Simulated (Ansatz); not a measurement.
# C2H5I: energies of removing a hydrogen

Wanted for C2H5I: energies of removing a hydrogen.

All numbers are computed with the Python package of Ansatz 0.2.0. Level of theory: PBE/x2c-TZVPPall.

**1. The structure**

Bond lengths: C1–C2 1.519 Å, C2–I3 2.132 Å, C1–H4 1.095 Å, C1–H5 1.095 Å, C1–H6 1.095 Å, C2–H7 1.095 Å, C2–H8 1.095 Å. Angles: C1–C2–I3 110.9°, C1–C2–H7 109.5°, C1–C2–H8 109.5°, I3–C2–H7 109.8°, I3–C2–H8 109.8°, H7–C2–H8 107.3°, C2–C1–H4 111.4°, C2–C1–H5 110.1°, C2–C1–H6 111.4°, H4–C1–H5 107.8°, H4–C1–H6 108.1°, H5–C1–H6 107.8°.

c2h5i.xyz, read by the script:

```xyz
8

C    -0.75530    0.27060    0.08470
C     0.57880   -0.41960   -0.14200
I     2.19760    0.87420    0.35690
H    -0.88100    0.56430    1.13240
H    -1.57700   -0.40460   -0.17520
H    -0.85110    1.16940   -0.53370
H     0.62920   -1.32820    0.46730
H     0.65890   -0.72610   -1.19040
```

**2. The code**

File bde_c2h5i.py:

```python
"""Cost of removing each kind of hydrogen from C2H5I, fragments frozen."""

import ansatz as az


def single_point(molecule, charge=0, unpaired=0):
    calc = molecule.calculation().basis(gaussian="x2c-TZVPPall").functional("PBE")
    if charge:
        calc = calc.charge(charge)
    if unpaired:
        calc = calc.spin("collinear", total=unpaired)
    return calc.run(threads=1).report["free_energy_ev"]

def without(molecule, index):
    rest = az.Crystal.molecule()
    for i, site in enumerate(molecule.cartesian_sites):
        if i != index:
            rest = rest.atom(site.symbol, site.position_ang)
    return rest

mol = az.Crystal.molecule_from_extxyz("c2h5i.xyz")

whole = single_point(mol, 0)
hydrogen = single_point(az.Crystal.molecule().atom("H", (0, 0, 0)), 0, 1)
print(f"E(molecule) = {whole:.5f} eV, E(H) = {hydrogen:.5f} eV")
for index in [5, 7]:
    radical = single_point(without(mol, index), 0, 1)
    print(f"H{index}: homolysis {23.060548 * (radical + hydrogen - whole):.1f} kcal/mol")
    anion = single_point(without(mol, index), -1)
    print(f"H{index}: loss of a proton {23.060548 * (anion - whole):.1f} kcal/mol")
```

**3. The input behind the calls**

The engine receives this input (first run):

```yaml
crystal:
  periodic: [false, false, false]
  atoms:
    - { symbol: C, position_ang: [-0.7553, 0.2706, 0.0847] }
    - { symbol: C, position_ang: [0.5788, -0.4196, -0.142] }
    - { symbol: I, position_ang: [2.1976, 0.8742, 0.3569] }
    - { symbol: H, position_ang: [-0.881, 0.5643, 1.1324] }
    - { symbol: H, position_ang: [-1.577, -0.4046, -0.1752] }
    - { symbol: H, position_ang: [-0.8511, 1.1694, -0.5337] }
    - { symbol: H, position_ang: [0.6292, -1.3282, 0.4673] }
    - { symbol: H, position_ang: [0.6589, -0.7261, -1.1904] }
basis:
  gaussian:
    orbitals: x2c-TZVPPall
hamiltonian:
  xc: pbe
```

**4. Running it**

Started as:

```console
python bde_c2h5i.py
```

Without the output at hand: what should come out? Wanted: weakest bond to hydrogen among those tried; easiest loss of a proton among those tried.

**Answer**, as computed:

| quantity | value |
| --- | --- |
| weakest bond to hydrogen among those tried (homolysis) | H7 (counted from 0), 105.5 kcal/mol |
| easiest loss of a proton among those tried | H7, 405.0 kcal/mol |
| runs compared | 6 |

In words: Atoms are numbered as in the script, from 0. The fragments aren't relaxed and zero-point energy is left out, so these aren't bond dissociation enthalpies. Losing a bare proton in the gas phase costs far more than homolysis, as charges must be parted. All 6 runs converged, in 8 to 25 cycles. Reading the output:
- The geometry is a force-field or estimated start, not a minimum of this method, and the basis set is short of its limit. All parts are taken at fixed geometry, without zero-point energy.
- This functional overbinds, so such energies come out a few per cent too high (LDA far more).
- The spin-orbit lowering of heavy atoms is left out.
- Anions want diffuse functions, which this basis lacks.
